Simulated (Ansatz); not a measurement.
# F4H3HfN: the cost of one run

Program: Ansatz 0.2.0. Level of theory: RHF/def2-SVP. These are calculated values, not measurements.

## Step 1: The starting structure

Bond lengths: Hf1–F2 2.544 Å, Hf1–F3 1.847 Å, Hf1–F4 1.845 Å, Hf1–F5 1.852 Å, Hf1–N7 2.670 Å, N7–H8 1.013 Å, N7–H9 1.014 Å. Angles: F2–Hf1–F3 93.5°, F2–Hf1–F4 86.6°, F2–Hf1–F5 155.6°, F2–Hf1–N7 55.8°, F3–Hf1–F4 113.3°, F3–Hf1–F5 105.0°, F3–Hf1–N7 112.1°, F4–Hf1–F5 100.1°, F4–Hf1–N7 121.6°, F5–Hf1–N7 101.7°, Hf1–N7–H8 125.3°, Hf1–N7–H9 122.7°, H8–N7–H9 107.7°.

Coordinates:

```xyz
9

Hf   -0.5939    1.0315   -0.3297
F    -1.2268   -1.2176    0.6761
F    -1.5210    0.7191   -1.8960
F    -1.6324    1.7924    0.9923
F     0.5336    2.4490   -0.7143
H    -0.0365   -1.4107    0.5693
N     1.1516   -0.9159    0.2079
H     1.7757   -0.9386    1.0058
H     1.5498   -1.5092   -0.5113
```

## Step 2: A restrained relaxation towards end A

Springs on the bonds that form and break draw the guess towards this end; the thresholds are loose.

input.yaml reads:

```yaml
crystal:
  periodic: [false, false, false]
  atoms:
    - { symbol: Hf, position_ang: [-0.5939, 1.0315, -0.3297] }
    - { symbol: F, position_ang: [-1.2268, -1.2176, 0.6761] }
    - { symbol: F, position_ang: [-1.521, 0.7191, -1.896] }
    - { symbol: F, position_ang: [-1.6324, 1.7924, 0.9923] }
    - { symbol: F, position_ang: [0.5336, 2.449, -0.7143] }
    - { symbol: H, position_ang: [-0.0365, -1.4107, 0.5693] }
    - { symbol: "N", position_ang: [1.1516, -0.9159, 0.2079] }
    - { symbol: H, position_ang: [1.7757, -0.9386, 1.0058] }
    - { symbol: H, position_ang: [1.5498, -1.5092, -0.5113] }
basis:
  gaussian: { orbitals: def2-SVP }
hamiltonian:
  xc: hf
relax:
  f_tol: 0.15
  max_steps: 25
  restrain:
    - { distance: [0, 6], at: 3.76, k: 30.0 }
    - { distance: [5, 1], at: 2.18, k: 30.0 }
    - { distance: [0, 1], at: 2.32, k: 30.0 }
    - { distance: [5, 6], at: 1.02, k: 30.0 }
```

The run is started by

```
$ ansatz run input.yaml --threads 2 --pin off --max-ram 3072MiB --backend cpu --events-out ev --progress --plain --runs-dir out
```

**Question.** How long does this run take on 2 threads of AMD EPYC 7R43 (Zen 3), shared host, and how much memory does it need?

About 28 s, with a peak of 0.27 GiB.
